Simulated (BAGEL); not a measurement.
# CH3BClFO (methoxychlorofluoroborane): levels of theory compared

Aim: a comparison of 4 runs (B3LYP/6-31G*, B3LYP/cc-pVDZ, PBE0/cc-pVDZ, RI-MP2/cc-pVDZ) of CH3BClFO (methoxychlorofluoroborane). 

The results are computed with BAGEL 1.2.2.

### Step 1. Starting point

CH3BClFO: 8 atoms, total charge 0, spin state singlet. As SMILES, `COB(F)Cl`. The coordinates come from a PBE0-D4/def2-TZVP relaxation. This is one conformer, not always the lowest.

Bond lengths: C1–O2 1.414 Å, O2–B3 1.333 Å, B3–F4 1.320 Å, B3–Cl5 1.765 Å, C1–H6 1.091 Å, C1–H7 1.090 Å, C1–H8 1.091 Å. Angles: C1–O2–B3 126.0°, O2–B3–F4 118.3°, O2–B3–Cl5 124.1°, F4–B3–Cl5 117.7°, O2–C1–H6 108.6°, O2–C1–H7 108.2°, O2–C1–H8 111.7°, H6–C1–H7 109.1°, H6–C1–H8 109.5°, H7–C1–H8 109.7°.

### Step 2. The energy at B3LYP/6-31G(d) (density fitting with qzvpp-jkfit, spherical functions) (run 1)

dft.json reads:

```json
{ "bagel": [

{
  "title": "molecule",
  "basis": "6-31gs.json",
  "df_basis": "qzvpp-jkfit",
  "angstrom": true,
  "geometry": [
    { "atom": "C", "xyz": [       0.662000,      -0.415400,       0.804600 ] },
    { "atom": "O", "xyz": [      -0.122300,      -0.654500,      -0.347500 ] },
    { "atom": "B", "xyz": [      -0.782400,       0.264900,      -1.051400 ] },
    { "atom": "F", "xyz": [      -1.466600,      -0.129900,      -2.108800 ] },
    { "atom": "Cl", "xyz": [      -0.801800,       1.985600,      -0.658500 ] },
    { "atom": "H", "xyz": [       1.700600,      -0.658800,       0.576000 ] },
    { "atom": "H", "xyz": [       0.308900,      -1.072800,       1.599700 ] },
    { "atom": "H", "xyz": [       0.593700,       0.623700,       1.130000 ] }
  ]
},

{
  "title": "ks",
  "xc_func": "b3lyp"
},

{
  "title": "print",
  "file": "orbitals.molden",
  "orbitals": true
}

]}
```

The basis set 6-31G* is read from a file made from the Basis Set Exchange's data (not shown).

Started as:

```bash
$ BAGEL_NUM_THREADS=1 BAGEL dft.json > dft.out
```

Log:

```text
* using 1 threads per process

  ===============================================================
  ===============================================================

  *** Geometry ***

  { "atom" : "C", "xyz" : [      1.250999,     -0.784992,      1.520474 ] },
  { "atom" : "O", "xyz" : [     -0.231114,     -1.236826,     -0.656680 ] },
  { "atom" : "B", "xyz" : [     -1.478522,      0.500588,     -1.986858 ] },
[... 4 lines of this table left out ...]
  { "atom" : "H", "xyz" : [      1.121930,      1.178622,      2.135391 ] },

  Number of auxiliary basis functions:      486

  Since a DF basis is specified, we compute 2- and 3-index integrals:
    o Being stored without compression. Storage requirement is 0.025 GB

  Number of basis functions:       80
  Number of electrons      :       48

    * METHOD: MOLECULE                             0.69

  *** Kohn-Sham DFT ***

    * Removing 15169 points whose weight is below 1.00e-10
    * Grid points: 104079

  === Nuclear Repulsion ===
   212.3010692557

       - DIIS with orbital gradients will be used.

  === KS iteration (b3lyp / 6-31gs.json) ===
      0       -664.03369411          0.12812493           0.74
      1       -572.53483483          0.20910153           0.61
      2       -586.14271847          0.20938313           0.75
[... 16 lines of this table left out ...]
     19       -700.16505168          0.00000000           0.79
    * SCF iteration converged.

    * Permanent dipole moment:
           (   -0.555467,     0.217124,    -0.722918) a.u.

    * METHOD: KS                                  14.42

    * METHOD: PRINT                                0.01

  ===============================================================
```

Wall time 16 s (1 thread of Intel Xeon at 2.50GHz (Skylake/Cascade Lake), shared host); peak memory 0.41 GiB.

### Step 3. A single-point energy at B3LYP/cc-pVDZ (density fitting with qzvpp-jkfit) (run 2)

input.json reads:

```json
{ "bagel": [

{
  "title": "molecule",
  "basis": "cc-pvdz.json",
  "df_basis": "qzvpp-jkfit",
  "angstrom": true,
  "geometry": [
    { "atom": "C", "xyz": [    0.662000,   -0.415400,    0.804600 ] },
    { "atom": "O", "xyz": [   -0.122300,   -0.654500,   -0.347500 ] },
    { "atom": "B", "xyz": [   -0.782400,    0.264900,   -1.051400 ] },
    { "atom": "F", "xyz": [   -1.466600,   -0.129900,   -2.108800 ] },
    { "atom": "Cl", "xyz": [   -0.801800,    1.985600,   -0.658500 ] },
    { "atom": "H", "xyz": [    1.700600,   -0.658800,    0.576000 ] },
    { "atom": "H", "xyz": [    0.308900,   -1.072800,    1.599700 ] },
    { "atom": "H", "xyz": [    0.593700,    0.623700,    1.130000 ] }
  ]
},
{
  "title": "ks",
  "xc_func": "b3lyp"
},
{
  "title": "print",
  "file": "orbitals.molden",
  "orbitals": true
}

]}
```

The basis set cc-pVDZ is read from a file made from the Basis Set Exchange's data (not shown).

Started as:

```bash
$ BAGEL_NUM_THREADS=1 BAGEL input.json > input.out
```

Log:

```text
* using 1 threads per process

  ===============================================================
  ===============================================================

  *** Geometry ***

  { "atom" : "C", "xyz" : [      1.250999,     -0.784992,      1.520474 ] },
  { "atom" : "O", "xyz" : [     -0.231114,     -1.236826,     -0.656680 ] },
  { "atom" : "B", "xyz" : [     -1.478522,      0.500588,     -1.986858 ] },
[... 4 lines of this table left out ...]
  { "atom" : "H", "xyz" : [      1.121930,      1.178622,      2.135391 ] },

  Number of auxiliary basis functions:      486

  Since a DF basis is specified, we compute 2- and 3-index integrals:
    o Being stored without compression. Storage requirement is 0.031 GB

  Number of basis functions:       89
  Number of electrons      :       48

    * METHOD: MOLECULE                             0.67

  *** Kohn-Sham DFT ***

    * Removing 15169 points whose weight is below 1.00e-10
    * Grid points: 104079

  === Nuclear Repulsion ===
   212.3010692557

       - DIIS with orbital gradients will be used.

  === KS iteration (b3lyp / cc-pvdz.json) ===
      0       -663.72241339          0.09726695           0.84
      1       -575.82374459          0.17771510           0.91
      2       -595.13015812          0.18398619           1.08
[... 20 lines of this table left out ...]
     23       -700.20481215          0.00000001           0.84
    * SCF iteration converged.

    * Permanent dipole moment:
           (   -0.557722,     0.146495,    -0.741164) a.u.

    * METHOD: KS                                  22.97

    * METHOD: PRINT                                0.02

  ===============================================================
```

Run time: 24 s. Hardware: 1 thread of Intel Xeon at 2.50GHz (Skylake/Cascade Lake), shared host; peak memory 0.45 GiB.

Run 3 isn't shown in full; the table further down has it.

### Step 4. A single-point energy at RI-MP2/cc-pVDZ (density fitting with qzvpp-jkfit) (run 4)

mp2.json reads:

```json
{ "bagel": [

{
  "title": "molecule",
  "basis": "cc-pvdz.json",
  "df_basis": "qzvpp-jkfit",
  "angstrom": true,
  "geometry": [
    { "atom": "C", "xyz": [       0.662000,      -0.415400,       0.804600 ] },
    { "atom": "O", "xyz": [      -0.122300,      -0.654500,      -0.347500 ] },
    { "atom": "B", "xyz": [      -0.782400,       0.264900,      -1.051400 ] },
    { "atom": "F", "xyz": [      -1.466600,      -0.129900,      -2.108800 ] },
    { "atom": "Cl", "xyz": [      -0.801800,       1.985600,      -0.658500 ] },
    { "atom": "H", "xyz": [       1.700600,      -0.658800,       0.576000 ] },
    { "atom": "H", "xyz": [       0.308900,      -1.072800,       1.599700 ] },
    { "atom": "H", "xyz": [       0.593700,       0.623700,       1.130000 ] }
  ]
},

{ "title": "hf" },

{ "title": "mp2", "ncore": 9 }

]}
```

The basis set cc-pVDZ is read from a file made from the Basis Set Exchange's data (not shown).

Started as:

```bash
$ BAGEL_NUM_THREADS=1 BAGEL mp2.json > mp2.out
```

Log:

```text
* using 1 threads per process

  ===============================================================
  ===============================================================

  *** Geometry ***

  { "atom" : "C", "xyz" : [      1.250999,     -0.784992,      1.520474 ] },
  { "atom" : "O", "xyz" : [     -0.231114,     -1.236826,     -0.656680 ] },
  { "atom" : "B", "xyz" : [     -1.478522,      0.500588,     -1.986858 ] },
[... 4 lines of this table left out ...]
  { "atom" : "H", "xyz" : [      1.121930,      1.178622,      2.135391 ] },

[... 23 lines left out ...]
    * SCF iteration converged.
[... 1 line left out ...]
    * Permanent dipole moment:
[... 2 lines left out ...]
    * METHOD: HF                                   2.15

  *** RHF ***

  === Nuclear Repulsion ===
   212.3010692557

      * DIIS with orbital gradients will be used.

  === RHF iteration (cc-pvdz.json) ===
      0       -698.26973693          0.00000000           0.12
    * SCF iteration converged.

    * Permanent dipole moment:
           (   -0.616997,     0.097049,    -0.839290) a.u.

  === DF-MP2 calculation ===

    * freezing 9 orbitals
    * 3-index integral transformation done
    * assembly done

      MP2 correlation energy:   -0.7249002794      0.12

      MP2 total energy:       -698.9946372075

    * METHOD: MP2                                  0.44

  ===============================================================
```

Wall time 3.6 s (1 thread of Intel Xeon at 2.50GHz (Skylake/Cascade Lake), shared host).

### Step 5. The series

```tsv
run	level	frozen core orbitals	energy (Eh)	dipole moment (D)	HOMO energy (eV)	LUMO energy (eV)	wall time
1	B3LYP/6-31G* (density fitting with qzvpp-jkfit, spherical functions)	–	-700.165052	2.38	-8.82	0.80	16 s
2	B3LYP/cc-pVDZ (density fitting with qzvpp-jkfit)	–	-700.204812	2.39	-8.82	0.66	24 s
3	PBE0/cc-pVDZ (density fitting with qzvpp-jkfit)	–	-699.781453	2.42	-9.15	0.87	19 s
4	RI-MP2/cc-pVDZ (density fitting with qzvpp-jkfit)	9	-698.994637	–	–	–	3.6 s
```

### Step 6. What came out

| quantity | value |
| --- | --- |
| run 4: total energy | -698.99464 Eh |
| run 4: correlation energy (9 core orbitals frozen) | -724.9 mEh |

In words: Over runs 1, 2, 3 the dipole moment (its size) runs from 2.38 D (B3LYP/6-31G*) to 2.42 D (PBE0/cc-pVDZ). The two ends differ in method and basis. Over runs 1, 2, 3 the HOMO–LUMO gap runs from 9.48 eV (B3LYP/cc-pVDZ) to 10.02 eV (PBE0/cc-pVDZ). Totals of different functionals can't be ranked against each other. All runs together took 63 s, the longest 24 s.
